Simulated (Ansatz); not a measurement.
# H₅NOSi₂: up Jacob's ladder to CCSD(T)

One table from this session's results is given with a row withheld; the runs are named, their logs left out.

The runs use Ansatz 0.2.0, Gaussian basis; functionals in def2-TZVPP, the program's frozen cores in correlated methods.

The runs, in order: LDA (SPW92), PBE-D4, revPBE-D4, BLYP-D4, r2SCAN-D4, B97M-V, PBE0-D4, B3LYP-D4, r2SCANh-D4, r2SCAN0-D4, HSE06-D4, BHLYP-D4, CAM-B3LYP-D4, LC-ωPBE, ωB97X-V, ωB97M-V, B2PLYP, PBE-QIDH; CCSD(T)/def2-SVP; CCSD(T)/def2-TZVPP; MP2/def2-QZVPP; extrapolation to the limit; RPA on PBE.

## Structure used throughout

All runs share one geometry, relaxed beforehand with PBE0-D4 in a triple-zeta def2 set.

9 atoms, charge 0, spin multiplicity 1.

Atoms are counted from 1 here; the program's logs count them from 0.

Bond lengths: O1–Si2 1.666 Å, O1–H5 0.959 Å, Si2–N3 1.716 Å, N3–Si4 1.748 Å, N3–H7 1.010 Å, Si4–H6 1.483 Å, Si4–H8 1.488 Å, Si4–H9 1.483 Å. Angles: Si2–O1–H5 115.9°, O1–Si2–N3 96.1°, Si2–N3–Si4 128.4°, Si2–N3–H7 115.8°, Si4–N3–H7 115.7°, N3–Si4–H6 111.7°, N3–Si4–H8 106.7°, N3–Si4–H9 111.7°, H6–Si4–H8 108.8°, H6–Si4–H9 109.0°, H8–Si4–H9 108.8°.

Set-up of the first run:

File in.yaml:

```yaml
crystal:
  periodic: [false, false, false]
  atoms:
    - {symbol: O, position_ang: [-0.217832, 1.683286, -0.904251]}
    - {symbol: Si, position_ang: [-0.351696, 0.343378, -1.885449]}
    - {symbol: N, position_ang: [-0.080737, -0.814417, -0.648800]}
    - {symbol: Si, position_ang: [0.223640, -0.538262, 1.050481]}
    - {symbol: H, position_ang: [-0.328505, 2.531528, -1.336841]}
    - {symbol: H, position_ang: [-0.909008, 0.162356, 1.703691]}
    - {symbol: H, position_ang: [-0.099326, -1.781850, -0.939623]}
    - {symbol: H, position_ang: [0.386883, -1.877209, 1.678571]}
    - {symbol: H, position_ang: [1.465180, 0.244789, 1.265121]}
basis:
  gaussian: {orbitals: def2-TZVPP}
hamiltonian: {xc: lda}
output: {orbitals: {seedname: orbitals}}
```

On the command line:

```bash
$ ansatz run in.yaml --threads 2 --pin off --events-out ev --progress --plain --max-ram 4352MiB
```

Steps of the session up to this table: LDA; PBE-D4 (GGA); revPBE-D4 (GGA); BLYP-D4 (GGA); r2SCAN-D4 (meta-GGA); B97M-V (meta-GGA); PBE0-D4 (hybrid); B3LYP-D4 (hybrid); r2SCANh-D4 (hybrid); r2SCAN0-D4 (hybrid); HSE06-D4 (hybrid); BHLYP-D4 (hybrid); CAM-B3LYP-D4 (range-separated); LC-ωPBE (range-separated); ωB97X-V (range-separated); ωB97M-V (range-separated); B2PLYP (double hybrid); PBE-QIDH (double hybrid).

One table of the session follows, with a row left open; its other results are not shown here.

It belongs to the step «Frontier levels by functional». 

| functional | HOMO (eV) | gap (eV) |
| --- | --- | --- |
| LDA (SPW92) | -5.74 | 3.72 |
| PBE-D4 | -5.63 | 3.76 |
| revPBE-D4 | -5.58 | 3.77 |
| BLYP-D4 | -5.51 | 3.79 |
| r2SCAN-D4 | -5.84 | 4.08 |
| B97M-V | -5.94 | 4.19 |
| PBE0-D4 | ? | ? |
| B3LYP-D4 | -6.57 | 5.33 |
| r2SCANh-D4 | -6.25 | 4.80 |
| r2SCAN0-D4 | -6.88 | 5.88 |
| HSE06-D4 | -6.35 | 4.91 |
| BHLYP-D4 | -7.77 | 7.61 |
| CAM-B3LYP-D4 | -8.07 | 8.10 |
| LC-ωPBE | -9.36 | 10.45 |
| ωB97X-V | -9.04 | 10.05 |
| ωB97M-V | -8.89 | 9.79 |

Q: Estimate the row for PBE0-D4 from the others.

As computed: HOMO (eV): -6.75; gap (eV): 5.69. In the column «HOMO (eV)» it lies between r2SCAN0-D4 (-6.88) and B3LYP-D4 (-6.57).
